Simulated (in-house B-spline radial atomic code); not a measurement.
# Br⁶⁺: excited configurations

Wanted: excitation energies of Br⁶⁺ as differences of total energies (ΔSCF).

Program: in-house B-spline radial atomic code version 1. Level of theory: non-relativistic Hartree-Fock, average of configuration, point nucleus, basis-set limit. These are calculated values, not measurements, unless marked.

**1. Starting point**

```
element       : bromine (Z = 35)
charge        : +6
electrons     : 29
configuration : [Ar] 3d10 4s1
Hamiltonian   : non-relativistic
nucleus       : point
```

Outer shells as boxes (Hund's rule):

[Ar] 3d10 4s1
```
[Ar] core
3d [↑↓][↑↓][↑↓][↑↓][↑↓]
4s [↑ ]
```

The boxes draw the filling by Hund's rule, which heavy ions in jj coupling don't follow; these runs average over all states of the configuration.

Settings of the run:

```ini
Z = 35
electrons = 29.0
configuration = [Ar] 3d10 4s1
hamiltonian = nr
method = hf
spin_polarised = False
```

This reference run was done before. Its total energy is -2563.112414 hartree, and its levels are (the highest eight at most):

| orbital | occupation | energy (eV) | <r> (bohr) |
| --- | --- | --- | --- |
| 1s | 2 | -13427.6 | 0.04367 |
| 2s | 2 | -1864.69 | 0.1931 |
| 2p | 6 | -1684.06 | 0.1671 |
| 3s | 2 | -357.29 | 0.5581 |
| 3p | 6 | -292.09 | 0.5646 |
| 3d | 10 | -176.49 | 0.5746 |
| 4s | 1 | -100.38 | 1.469 |

**2. [Ne] 3s2 3p4 3d10 4s1 5f1 6s1**

Settings of the run:

```ini
Z = 35
electrons = 29.0
configuration = [Ne] 3s2 3p4 3d10 4s1 5f1 6s1
hamiltonian = nr
method = hf
spin_polarised = False
```

**3. Run with [Ar] 3d9 6d1 6g1**

Settings of the run:

```ini
Z = 35
electrons = 29.0
configuration = [Ar] 3d9 6d1 6g1
hamiltonian = nr
method = hf
spin_polarised = False
```

**4. [Ne] 3s2 3p4 3d10 4s1 4f2**

Settings of the run:

```ini
Z = 35
electrons = 29.0
configuration = [Ne] 3s2 3p4 3d10 4s1 4f2
hamiltonian = nr
method = hf
spin_polarised = False
```

**5. [Ne] 3s2 3p4 3d10 4s2 5f1**

Settings of the run:

```ini
Z = 35
electrons = 29.0
configuration = [Ne] 3s2 3p4 3d10 4s2 5f1
hamiltonian = nr
method = hf
spin_polarised = False
```

**6. Run with [Ar] 3d9 6g2**

Settings of the run:

```ini
Z = 35
electrons = 29.0
configuration = [Ar] 3d9 6g2
hamiltonian = nr
method = hf
spin_polarised = False
```

**7. [Ne] 3s2 3p5 3d10 4d1 5s1**

Settings of the run:

```ini
Z = 35
electrons = 29.0
configuration = [Ne] 3s2 3p5 3d10 4d1 5s1
hamiltonian = nr
method = hf
spin_polarised = False
```

Q: How far above the reference does each configuration lie (order and size, in eV)?

The runs gave:

| net move | configuration | energy above the reference (eV) | largest <r> (bohr) |
| --- | --- | --- | --- |
| 3d, 4s → 6d, 6g | [Ar] 3d9 6d1 6g1 | 242.54 | 5.80 |
| 3d, 4s → 2×6g | [Ar] 3d9 6g2 | 248.33 | 5.76 |
| 3p, 4s → 4d, 5s | [Ne] 3s2 3p5 3d10 4d1 5s1 | 277.52 | 2.75 |
| 2×3p → 4s, 5f | [Ne] 3s2 3p4 3d10 4s2 5f1 | 458.62 | 4.17 |
| 2×3p → 2×4f | [Ne] 3s2 3p4 3d10 4s1 4f2 | 507.61 | 2.20 |
| 2×3p → 5f, 6s | [Ne] 3s2 3p4 3d10 4s1 5f1 6s1 | 540.10 | 4.30 |

**Reading.** At the bottom stands 3d, 4s → 6d, 6g (242.54 eV), at the top 2×3p → 5f, 6s (540.10 eV). 6 of them lie more than 2 % above the ionisation threshold that Koopmans' theorem gives (100.38 eV), where such states can decay by emitting an electron. Two partly filled shells share a symmetry and can mix in the average, which may lower the energy, for: 3d, 4s → 6d, 6g; 2×3p → 5f, 6s. These are averages over configurations, without correlation, not spectroscopic levels.
